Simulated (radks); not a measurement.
**Valence configurations of La²⁺**

The task here is to estimate one member of a computed series from the others.

Method: Dirac Kohn-Sham, LDA (Slater exchange, Perdew-Wang correlation), spin-unpolarised, spherical densities, finite nucleus; open shells fill j = l - 1/2 first. Code: radks (a radial shooting solver on a logarithmic mesh, Libxc functionals) version 1.

### The system

| Property | Result |
| --- | --- |
| element | lanthanum (Z = 57) |
| charge | +2 |
| electrons | 55 |
| configuration | [Xe] 5d1 |
| nuclear rms radius | 4.855 fm |
| others tried | 4f1; 6p1; 4f0.5 5d0.5; 5d0.5 6p0.5; 5d0.5 6s0.5; 6s1 |

The first run:

The run's settings:

```text
Z 57
configuration [Xe] 5d1
relativity Dirac
functional lda,pw
spin unpolarised
j_filling energy
nucleus finite rms 4.855 fm
c 137.035999084
```

Steps of the session up to this table: [Xe] 5d1.

One of the session's tables, all rows but one given; the rest of the session is left out.

It belongs to the step «[Xe] 5d1». Sizes of the orbitals, from the radial functions (bohr):

```
level     <r>  outermost maximum (interpolated)  90 % within  nodes
4p3/2  0.7021                             0.643         1.02      2
4d3/2  0.7624                             0.667         1.15      1
4d5/2  0.7722                             0.675         1.16      1
5s1/2   1.551                              1.40         2.23      4
5p1/2       ?                                 ?            ?      ?
5p3/2   1.813                              1.60         2.64      3
5d3/2   2.566                              2.13         3.87      2
5d5/2   2.600                              2.16         3.92      2
```

Estimate the missing values for 5p1/2.

As computed: <r>: 1.735; outermost maximum (interpolated): 1.54; 90 % within: 2.52; nodes: 3. In the column «<r>» it lies between 5s1/2 (1.551) and 5p3/2 (1.813).
